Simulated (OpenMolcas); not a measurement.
# doublet SiF5 at UHF/STO-3G

Aim: a single-point energy of doublet SiF5. 

Program for the calculation: OpenMolcas 26.06.

4 further runs of the same task are left out: 2 that didn't finish, 2 set aside as unsound or not needed.

## (1) The system as given

The species is SiF5 (6 atoms), meant as a doublet with charge 0. SMILES of the parent species: `F[Si-](F)(F)(F)F`. The shape is that of a PBE0-D4/def2-TZVPD optimisation. That shape belongs to the parent species and isn't relaxed for this state.

Bond lengths: F1–Si2 1.669 Å, Si2–F3 1.628 Å, Si2–F4 1.628 Å, Si2–F5 1.669 Å, Si2–F6 1.627 Å. Angles: F1–Si2–F3 90.0°, F1–Si2–F4 90.0°, F1–Si2–F5 180.0°, F1–Si2–F6 90.0°, F3–Si2–F4 120.0°, F3–Si2–F5 90.0°, F3–Si2–F6 120.0°, F4–Si2–F5 90.0°, F4–Si2–F6 120.0°, F5–Si2–F6 90.0°.

## (2) The energy at UHF/STO-3G

coord.xyz reads:

```xyz
6

F     -0.716900    -1.106000     1.023500
Si     0.000000     0.000000     0.000000
F     -1.466700     0.583500    -0.396400
F      0.651500    -1.218400    -0.860200
F      0.716500     1.105800    -1.024000
F      0.815500     0.635100     1.257000
```

calc.inp reads:

```
&GATEWAY
  BASLIB=$CurrDir
  COORD=coord.xyz
  BASIS=STO-3G
  GROUP=NoSym

&SEWARD

&SCF
  UHF
  SPIN=2
  THRESHOLDS=1e-10 1e-07 1e-07 1e-05
  PRORBITALS=1 1
```

The basis set STO-3G is read from a file made from the Basis Set Exchange's data (not shown).

Started as:

```sh
$ export MOLCAS_MEM=1860
$ pymolcas calc.inp > calc.log
```

Output:

```text
--- Start Module: gateway ---
[...]
--- Stop Module: gateway /rc=_RC_ALL_IS_WELL_ ---
--- Start Module: seward ---
[...]
      Basis functions           34
--- Stop Module: seward /rc=_RC_ALL_IS_WELL_ ---
--- Start Module: scf ---
[...]
       Convergence after  75 Iterations
[...]
::    Total SCF energy                               -775.7032311317
[...]
      Total spin, S                                     0.5358865806
[...]
      Total electronic charge=   59.000000
      Total            charge=   -0.000000
[...]
      Dipole Moment (debye):
      Origin of the operator (angstrom)=   -0.0000    0.0000   -0.0000
                   X= -3.0671E-03               Y= -2.4446E-03               Z= -3.8457E-03           Total=  5.4929E-03
      Quadrupole Moment (debye*angstrom):
[...]
--- Stop Module: scf /rc=_RC_ALL_IS_WELL_ ---
[...]
```

Wall time 5.1 s (1 thread of Arm Neoverse V1, shared host); peak memory 0.37 GiB.

## (3) Results

Level: UHF/STO-3G.

```
                          quantity          value
                      total energy  -775.70323 Eh
                     dipole moment         0.01 D
HOMO energy (highest over α and β)       -8.77 eV
 LUMO energy (lowest over α and β)       -0.57 eV
                              ⟨S²⟩          0.823
```

**Reading.** The run may have ended on a state above the lowest.
